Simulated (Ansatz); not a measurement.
# AlAsCl3H3, SMILES [Cl][Al-]([Cl])([Cl])[AsH3+]: vertical spin-state energies

Program: the Ansatz DFT code, driven from Python.

Contents of `alascl3h3.xyz`:
```text
8

Cl   -0.51730   -2.06420    1.87510
Al    0.32920   -1.09090    0.07020
Cl    2.50400   -1.15380    0.21580
Cl   -0.23790   -2.17670   -1.73870
As   -0.39740    1.23130   -0.10690
H    -1.34520    1.57190    1.11360
H     0.88310    2.17130   -0.04010
H    -1.12630    1.45390   -1.44490
```

The cells in order, each with its output:

**Cell 1**
```python
import ansatz as az
```

**Cell 2**
```python
config = {
    'basis': 'def2-SVPD',
    'functional': 'hf',
}
```

**Cell 3**
```python
system = az.Crystal.molecule_from_extxyz('alascl3h3.xyz')

model = system.calculation()
model = model.basis(gaussian=config['basis'])
model = model.functional(config['functional'])
found = {}
for unpaired in [0, 2]:
    r = model.spin('collinear', total=unpaired).run().report
    s = unpaired / 2
    found[unpaired] = r['free_energy_ev']
    print(f'2S+1 = {unpaired + 1}: E = {found[unpaired]:.5f} eV, <S^2> = {abs(r["mean_field"]["state"]["spin_squared"]):.3f} (pure state {s * (s + 1):.2f})')
lowest = min(found, key=found.get)
for unpaired, e in found.items():
    print(f'multiplicity {unpaired + 1}: {96.485332 * (e - found[lowest]):.1f} kJ/mol above the lowest')
```
Output:
```text
2S+1 = 1: E = -104921.77431 eV, <S^2> = 0.000 (pure state 0.00)
2S+1 = 3: E = -104915.42543 eV, <S^2> = 2.034 (pure state 2.00)
multiplicity 1: 0.0 kJ/mol above the lowest
multiplicity 3: 612.6 kJ/mol above the lowest
```

In order: multiplicity 1 (+0.00 eV) and multiplicity 3 (+6.35 eV), all at the one geometry.

What to keep in mind:
- Total energies depend on the basis set; only differences at equal settings carry meaning.
- The geometry is a force-field or estimated start, not a minimum of this method, and the basis set is short of its limit. All parts are taken at fixed geometry, without zero-point energy.
- Hartree-Fock leaves correlation out, so it favours high-spin states too much.
- It ran for 4.3 min on 1 thread of Arm Neoverse V1, on a shared host, peak memory 0.84 GiB.
